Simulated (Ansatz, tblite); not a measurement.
**B(PH3)Cl3 (BCl₃H₃P): a ladder of methods and basis sets**

An exercise on one series of results from a longer session: the logs are not shown, and one member is left open.

Computed with Ansatz 0.2.0, Gaussian basis. Level: as each input shows.

Plan: GFN1-xTB, GFN2-xTB, PBE-D4/def2-TZVP, r2SCAN-D4/def2-TZVP, LC-ωPBE/def2-TZVP, LDA/def2-TZVP, CAM-B3LYP-D4/def2-TZVP, revPBE-D4/def2-TZVP, B3LYP-D4/def2-TZVP, BLYP-D4/def2-TZVP, r2SCAN0-D4/def2-TZVP, PBE-D4/def2-SVP, PBE0-D4/def2-SVP, HF/STO-3G, HF/6-31G, B3LYP-D4/6-31G, CCSD(T)/def2-TZVP, RPA/def2-TZVP.

## The geometry

The singlet was relaxed beforehand with B3LYP-D4/def2-SVP.

8 atoms, charge 0, spin multiplicity 1.

Bond lengths: B1–P2 2.029 Å, B1–Cl6 1.834 Å, B1–Cl7 1.834 Å, B1–Cl8 1.834 Å, P2–H3 1.414 Å, P2–H4 1.414 Å, P2–H5 1.414 Å. Angles: P2–B1–Cl6 103.8°, P2–B1–Cl7 103.8°, P2–B1–Cl8 103.8°, Cl6–B1–Cl7 114.5°, Cl6–B1–Cl8 114.5°, Cl7–B1–Cl8 114.5°, B1–P2–H3 115.9°, B1–P2–H4 115.8°, B1–P2–H5 115.9°, H3–P2–H4 102.4°, H3–P2–H5 102.4°, H4–P2–H5 102.4°.

As a file:

| atom | x (Å) | y (Å) | z (Å) |
| --- | --- | --- | --- |
| B1 | -0.00379 | 0.00739 | -1.08166 |
| P2 | 0.00311 | -0.00594 | 0.94684 |
| H3 | 0.68821 | 1.06295 | 1.56883 |
| H4 | 0.59342 | -1.13834 | 1.55334 |
| H5 | -1.26558 | 0.04434 | 1.56866 |
| Cl6 | 1.77452 | -0.06484 | -1.52474 |
| Cl7 | -0.83018 | 1.58839 | -1.50667 |
| Cl8 | -0.95972 | -1.49394 | -1.52460 |

PBE0-D4/def2-TZVP was run before; its log isn't repeated, and its numbers join the tables.

Set-up of the first run:

Tight binding, by tblite at 300 K electronic temperature and without a spin-polarisation term:

```python
tblite.interface.Calculator('GFN1-xTB', numbers, positions, charge=0, uhf=0).singlepoint()
```

Tight binding, by tblite at 300 K electronic temperature and without a spin-polarisation term:

```python
tblite.interface.Calculator('GFN2-xTB', numbers, positions, charge=0, uhf=0).singlepoint()
```

start.molden holds the orbitals of an earlier run on this state, given as this run's starting guess.

Contents of in.yaml:

```yaml
crystal:
  periodic: [false, false, false]
  atoms:
    - {symbol: B, position_ang: [-0.003788, 0.007385, -1.081663]}
    - {symbol: P, position_ang: [0.003108, -0.005940, 0.946843]}
    - {symbol: H, position_ang: [0.688209, 1.062946, 1.568835]}
    - {symbol: H, position_ang: [0.593417, -1.138337, 1.553344]}
    - {symbol: H, position_ang: [-1.265576, 0.044343, 1.568660]}
    - {symbol: Cl, position_ang: [1.774518, -0.064836, -1.524737]}
    - {symbol: Cl, position_ang: [-0.830179, 1.588393, -1.506666]}
    - {symbol: Cl, position_ang: [-0.959718, -1.493944, -1.524604]}
basis:
  gaussian: {orbitals: def2-TZVP, initial_orbitals: start.molden}
hamiltonian: {xc: pbe, dispersion: d4}
scf: {omitted_lower_state_checks: [starts]}
output: {orbitals: {seedname: orbitals}}
```

Started as:

```
$ ansatz run in.yaml --threads 4 --pin off --events-out ev --progress --plain --max-ram 3916MiB
```

Among the steps run: PBE-D4/def2-TZVP; r2SCAN-D4/def2-TZVP; LC-ωPBE/def2-TZVP; LDA/def2-TZVP; CAM-B3LYP-D4/def2-TZVP; revPBE-D4/def2-TZVP; B3LYP-D4/def2-TZVP; BLYP-D4/def2-TZVP; r2SCAN0-D4/def2-TZVP; PBE-D4/def2-SVP; PBE0-D4/def2-SVP; HF/STO-3G; HF/6-31G; B3LYP-D4/6-31G; CCSD(T)/def2-TZVP; RPA/def2-TZVP.

One of the session's tables, all rows but one given; the rest of the session is left out.

```
                 level  HOMO (eV)  LUMO (eV)  gap (eV)
             HF/STO-3G          ?          ?         ?
              HF/6-31G     -11.53       3.39     14.92
         LDA/def2-TZVP      -6.95      -1.48      5.47
       PBE-D4/def2-SVP      -6.47      -0.93      5.54
      PBE-D4/def2-TZVP      -6.81      -1.31      5.51
   revPBE-D4/def2-TZVP      -6.76      -1.24      5.52
     BLYP-D4/def2-TZVP      -6.65      -1.17      5.48
   r2SCAN-D4/def2-TZVP      -7.16      -1.03      6.13
        B3LYP-D4/6-31G      -7.91      -0.22      7.69
    B3LYP-D4/def2-TZVP      -7.92      -0.60      7.32
      PBE0-D4/def2-SVP      -7.94      -0.06      7.88
     PBE0-D4/def2-TZVP      -8.20      -0.39      7.81
  r2SCAN0-D4/def2-TZVP      -8.43      -0.21      8.22
CAM-B3LYP-D4/def2-TZVP      -9.55       0.73     10.27
     LC-ωPBE/def2-TZVP     -10.91       1.87     12.79
```

Estimate the missing values for HF/STO-3G.

As computed: HOMO (eV): -9.61; LUMO (eV): 9.30; gap (eV): 18.91. In the column «HOMO (eV)» it lies between LC-ωPBE/def2-TZVP (-10.91) and CAM-B3LYP-D4/def2-TZVP (-9.55).
